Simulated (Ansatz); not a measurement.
The system is HPbNO4.

```
H Pb N O
1.0
     3.85707    0.00178   -0.03658
     0.17353    4.33436   -0.01647
     0.75803    0.83873    5.87662
H Pb N O
1 1 1 4
Direct
  0.61511 0.89559 0.19844
  0.64597 0.44651 0.91685
  0.71474 0.23810 0.50058
  0.16958 0.47007 0.77768
  0.62919 0.97045 0.49845
  0.56424 0.92583 0.03849
  0.78022 0.42250 0.31951
```

The cell was built by a generator and needn't be a form met in nature.

```yaml
Program: Ansatz 0.2.0
Task: relaxation of cell and atoms
Functional: PBEsol
Potentials_or_basis: all-electron PAW datasets made for the crystal
k_mesh: 4 × 4 × 3
Occupations: fermi-dirac, width 0.05 eV
Spin: no spin polarisation
```

At the start: volume 14.06 Å³/atom.

**Question.** Where does the relaxation end?

**Answer.** Over 12 steps the energy falls by 9.7 meV/atom and the volume is 12.83 Å³/atom (-8.8 %); space group P1 (No. 1, to 0.05 Å).

Step by step:
```csv
step,energy change (eV),largest force (eV/Å),volume (Å³)
1,0.0000,0.4218,98.41
2,-0.0519,0.2053,92.00
3,-0.0609,0.2294,91.92
4,-0.0632,0.2813,91.50
5,-0.0647,0.2806,90.63
6,-0.0664,0.0680,90.08
7,-0.0676,0.0546,90.09
8,-0.0679,0.0655,90.03
9,-0.0680,0.0300,89.91
10,-0.0681,0.0356,89.83
11,-0.0682,0.0117,89.79
12,-0.0682,0.0117,89.79
```

Final structure:
```cif
data_structure
_symmetry_space_group_name_H-M 'P 1'
_symmetry_Int_Tables_number 1
_cell_length_a 3.8205
_cell_length_b 4.1810
_cell_length_c 5.7742
_cell_angle_alpha 80.358
_cell_angle_beta 81.412
_cell_angle_gamma 85.639
_cell_volume 89.79
loop_
_atom_site_label
_atom_site_type_symbol
_atom_site_fract_x
_atom_site_fract_y
_atom_site_fract_z
_atom_site_occupancy
H1 H 0.60579 0.89340 0.21013 1
Pb1 Pb 0.63890 0.45929 0.90525 1
N1 N 0.72861 0.22668 0.50383 1
O1 O 0.16649 0.49234 0.76678 1
O2 O 0.63751 0.95162 0.50581 1
O3 O 0.54108 0.93303 0.04621 1
O4 O 0.80065 0.41269 0.31199 1
```
